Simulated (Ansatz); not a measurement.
This script drives the Python package of Ansatz (0.2.0).

The script, `tih_transition.py`:
```python
'''Pressure at which two phases of TiH cross.'''

import csv

import ansatz as az
import numpy as np

PHASES = {
    'Fm-3m': (
        [(0.0, 2.089697, 2.089697), (2.089697, 0.0, 2.089697), (2.089697, 2.089697, 0.0)],
        [
            ('Ti', (0.0, 0.0, 0.0)),
            ('H', (0.5, 0.5, 0.5)),
        ],
    ),
    'P6_3/mmc': (
        [(2.877582, 0.0, 0.0), (-1.438791, 2.492059, 0.0), (0.0, 0.0, 5.263294)],
        [
            ('Ti', (0.0, 0.0, 0.0)),
            ('Ti', (0.0, 0.0, 0.5)),
            ('H', (2 / 3, 1 / 3, 0.75)),
            ('H', (1 / 3, 2 / 3, 0.25)),
        ],
    ),
}


def build(vectors, sites):
    crystal = az.Crystal(lattice=az.Lattice.of(vectors))
    for symbol, position in sites:
        crystal = crystal.atom(symbol, position)
    return crystal


def ground_state(name, crystal, pressure=0.0):
    calc = crystal.calculation()
    calc = calc.scf(tolerance=1e-08, max_iterations=60)
    calc = calc.functional('LDA')
    calc = calc.mixing('anderson', preconditioner='kerker_dos')
    calc = calc.basis(460)
    calc = calc.kpoints(spacing=0.39)
    calc = calc.occupations('cold', width=0.05)
    calc = calc.relax(force_tolerance=0.02, max_steps=40, cell=True, pressure=pressure)
    return calc.run(threads=1)


def volume_per_atom(outcome):
    return abs(np.linalg.det(outcome.lattice.cell_ang)) / len(outcome.lattice.sites)

phases = {name: build(*cell) for name, cell in PHASES.items()}

# H = E + PV, with 1 eV per cubic angstrom equal to 160.2 GPa
pressures = [0, 20, 40, 60]
enthalpy, volume = {name: [] for name in phases}, {name: [] for name in phases}
for p in pressures:
    for name, crystal in phases.items():
        o = ground_state(name, crystal, pressure=p)
        volume[name].append(volume_per_atom(o))
        enthalpy[name].append(o.report['energy_sigma0_ev'] / len(o.lattice.sites) + p * volume[name][-1] / 160.21766)
gap = np.array(enthalpy['P6_3/mmc']) - np.array(enthalpy['Fm-3m'])
rows = [(p, va, vb, 1000 * d) for p, va, vb, d in zip(pressures, volume['Fm-3m'], volume['P6_3/mmc'], gap)]
with open('transition.csv', 'w', newline='') as handle:
    writer = csv.writer(handle)
    writer.writerow(['P (GPa)', 'V Fm-3m (A^3/atom)', 'V P6_3/mmc (A^3/atom)', 'H(P6_3/mmc) - H(Fm-3m) (meV/atom)'])
    writer.writerows([round(v, 4) if isinstance(v, float) else v for v in row] for row in rows)
print(open('transition.csv').read())
crossings = [p0 - g0 * (p1 - p0) / (g1 - g0) for p0, p1, g0, g1 in zip(pressures, pressures[1:], gap, gap[1:]) if g0 * g1 < 0]
print('crossing near', [round(float(p), 1) for p in crossings], 'GPa') if crossings else print('no crossing in this range')
```

It is started by `python tih_transition.py`. How long does it take on 1 thread of Arm Neoverse V1, on a shared host, and how much memory does it need?

It took about 40 s, with a peak of 0.37 GiB, for 8 runs of the engine.

```console
$ python tih_transition.py
DeckWarning: relax.cell: scf.convergence.dr2_threshold = 1e-8 eV is looser than the 2e-10 eV advised for a relaxation that steers and ends on the stress (1e-10 eV for each atom of the cell: 2). What an SCF threshold leaves in a stress goes as its square root, and in the free energy as the threshold itself, and one [...]
DeckWarning: relax.cell: scf.convergence.dr2_threshold = 1e-8 eV is looser than the 4e-10 eV advised for a relaxation that steers and ends on the stress (1e-10 eV for each atom of the cell: 4). What an SCF threshold leaves in a stress goes as its square root, and in the free energy as the threshold itself, and one [...]
P (GPa),V Fm-3m (A^3/atom),V P6_3/mmc (A^3/atom),H(P6_3/mmc) - H(Fm-3m) (meV/atom)
0,8.6137,8.7192,137.9021
20,7.7675,7.7962,146.9044
40,7.1896,7.1931,147.9605
60,6.7506,6.7444,148.1462

no crossing in this range
```
(Warnings from the package without file and line, shortened.)

These settings explore the input space; cutoff and mesh may be short of convergence. At a fixed pressure a relaxation lowers the enthalpy F + PV, while F alone can rise. For the metals among these phases the mesh is modest: differences between phases can be off by up to 40 meV an atom. The cells come from databases of deposited and of computed structures, and not all need be stable phases. Only these two structures are compared, at zero temperature and with their symmetry kept; either may be hypothetical, and another phase may be lower than both. Differences under about 40 meV an atom lie within the error of mesh and functional.
